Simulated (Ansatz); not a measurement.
**C₂H₅GaS: basis-set convergence**

One table from this session's results is given with a row withheld; the runs are named, their logs left out.

Method: one geometry, several basis sets; program: Ansatz 0.2.0, Gaussian basis.

The runs, in order: PBE0-D4/def2-SVP; ωB97M-V/def2-SVP; PBE0-D4/def2-QZVPP; ωB97M-V/def2-QZVPP; the functionals' def2-TZVPP values are taken from earlier runs.

## The relaxed structure

An earlier PBE0-D4 in a triple-zeta def2 set relaxation fixed the geometry.

9 atoms, charge 0, spin multiplicity 1.

Atoms are counted from 1 here; the program's logs count them from 0.

Bond lengths: C1–Ga2 1.935 Å, C1–H5 1.091 Å, C1–H6 1.089 Å, C1–H7 1.091 Å, Ga2–C3 1.932 Å, Ga2–S4 2.176 Å, C3–S4 1.887 Å, C3–H8 1.086 Å, C3–H9 1.086 Å. Angles: Ga2–C1–H5 109.1°, Ga2–C1–H6 111.5°, Ga2–C1–H7 109.1°, H5–C1–H6 109.4°, H5–C1–H7 108.2°, H6–C1–H7 109.5°, C1–Ga2–C3 163.4°, C1–Ga2–S4 142.3°, C3–Ga2–S4 54.3°, Ga2–C3–S4 69.4°, Ga2–C3–H8 120.6°, Ga2–C3–H9 120.7°, S4–C3–H8 112.8°, S4–C3–H9 112.8°, H8–C3–H9 112.4°, Ga2–S4–C3 56.2°.

The first run:

in.yaml reads:

```yaml
crystal:
  periodic: [false, false, false]
  atoms:
    - {symbol: C, position_ang: [-0.786556, 1.664263, 0.305287]}
    - {symbol: Ga, position_ang: [-0.082547, -0.111648, -0.003308]}
    - {symbol: C, position_ang: [1.101038, -1.600678, -0.340568]}
    - {symbol: S, position_ang: [-0.681846, -2.196319, -0.171801]}
    - {symbol: H, position_ang: [-1.269810, 1.690832, 1.283218]}
    - {symbol: H, position_ang: [-0.000437, 2.417298, 0.269583]}
    - {symbol: H, position_ang: [-1.538264, 1.887333, -0.453333]}
    - {symbol: H, position_ang: [1.509708, -1.769293, -1.332616]}
    - {symbol: H, position_ang: [1.748715, -1.981788, 0.443548]}
basis:
  gaussian: {orbitals: def2-SVP}
hamiltonian: {xc: pbe0, dispersion: d4}
output: {orbitals: {seedname: orbitals}}
```

Among the steps run: PBE0-D4 in def2-SVP; ωB97M-V in def2-SVP; PBE0-D4 in def2-QZVPP; ωB97M-V in def2-QZVPP.

One of the session's tables, all rows but one given; the rest of the session is left out.

It belongs to the step «Functionals by basis». 

| functional | basis | HOMO (eV) |
| --- | --- | --- |
| PBE0-D4 | def2-SVP | -6.38 |
| PBE0-D4 | def2-TZVPP | ? |
| PBE0-D4 | def2-QZVPP | -6.44 |
| ωB97M-V | def2-SVP | -8.44 |
| ωB97M-V | def2-TZVPP | -8.51 |
| ωB97M-V | def2-QZVPP | -8.53 |

Estimate the missing values for PBE0-D4, def2-TZVPP.

**Answer.** HOMO (eV): -6.42. In the column «HOMO (eV)» it lies between PBE0-D4, def2-QZVPP (-6.44) and PBE0-D4, def2-SVP (-6.38).
